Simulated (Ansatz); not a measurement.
# SiGe− (doublet): from Hartree-Fock to the top rungs, aug-cc-pVDZ

An exercise on one series of results from a longer session: the logs are not shown, and one member is left open.

Computed with Ansatz 0.2.0, Gaussian basis. Level: aug-cc-pVDZ, core rule «outside noble gas», up to 19 orbitals frozen.

To be run: UHF; CCSD(T) on ROHF; CCSD(T) on UHF; BCCD(T) on ROHF; CISD; CCSDT(Q) on ROHF; CCSDT(Q) on UHF; CASSCF and MRCISD+Q, 9 electrons in 8 orbitals; CASSCF and NEVPT2, 9 electrons in 8 orbitals.

12 further runs of the same task are left out: 5 that didn't finish, 7 set aside as unsound or not needed.

**The system**

The geometry is a PBE0/def2-TZVPD stationary point (not a proven minimum). No spin-orbit coupling is included. The filled d shell of Ge may be among the frozen orbitals whatever the setting's name suggests; the logs give the count.

2 atoms, charge -1, spin multiplicity 2.

Atoms are counted from 1 here; the program's logs count them from 0.

Bond lengths: Si1–Ge2 2.228 Å.

Set-up of the first run:

in.yaml reads:

```yaml
crystal:
  periodic: [false, false, false]
  atoms:
    - {symbol: Si, position_ang: [0.000000, 0.000000, 0.000000]}
    - {symbol: Ge, position_ang: [0.000000, 0.000000, 2.227700]}
basis:
  gaussian: {orbitals: aug-cc-pVDZ}
total_charge: -1
magnetization: {spin_polarized: true, initial_magnetization: 1}
hamiltonian: {xc: hf}
output: {orbitals: {seedname: orbitals}}
```

Started as:

```sh
$ ansatz run in.yaml --threads 1 --pin off --events-out ev --progress --plain --max-ram 2393MiB
```

Among the steps run: UHF; CCSD(T) on ROHF; CCSD(T) on UHF; BCCD(T) on ROHF; CISD; CCSDT(Q) on ROHF; CCSDT(Q) on UHF; CASSCF and MRCISD+Q, 9 electrons in 8 orbitals; CASSCF and NEVPT2, 9 electrons in 8 orbitals.

One table of the session follows, with a row left open; its other results are not shown here.

It belongs to the step «Misses and costs». 

```
          method  from RCCSDT(Q) (meV)
            RMP2                +857.9
            UMP2                +962.3
            CISD                +920.7
           RCCSD                +538.3
           UCCSD                +523.1
        RCCSD(T)                 +81.0
        UCCSD(T)                 +82.1
         BCCD(T)                 +81.7
          RCCSDT                 +60.9
          UCCSDT                 +56.4
       RCCSDT(Q)                     0
       UCCSDT(Q)                  -3.0
  CASSCF valence               +3988.9
  NEVPT2 valence               +1002.8
  MRCISD valence                     ?
MRCISD+Q valence                 +71.5
```

Estimate the missing values for MRCISD valence.

The run gave: from RCCSDT(Q) (meV): +450.3. In the column «from RCCSDT(Q) (meV)» it lies between UCCSD(T) (+82.1) and UCCSD (+523.1).

Left out of the table: ROHF, UHF (another determinant or state than the rows shown).

To keep in mind: Warnings: spin contamination; coupled cluster took another determinant than the lowest. Restricted and unrestricted rows rest on different reference determinants; where their highest levels disagree by more than a few hundredths of an eV, they describe different states and don't form one ladder.
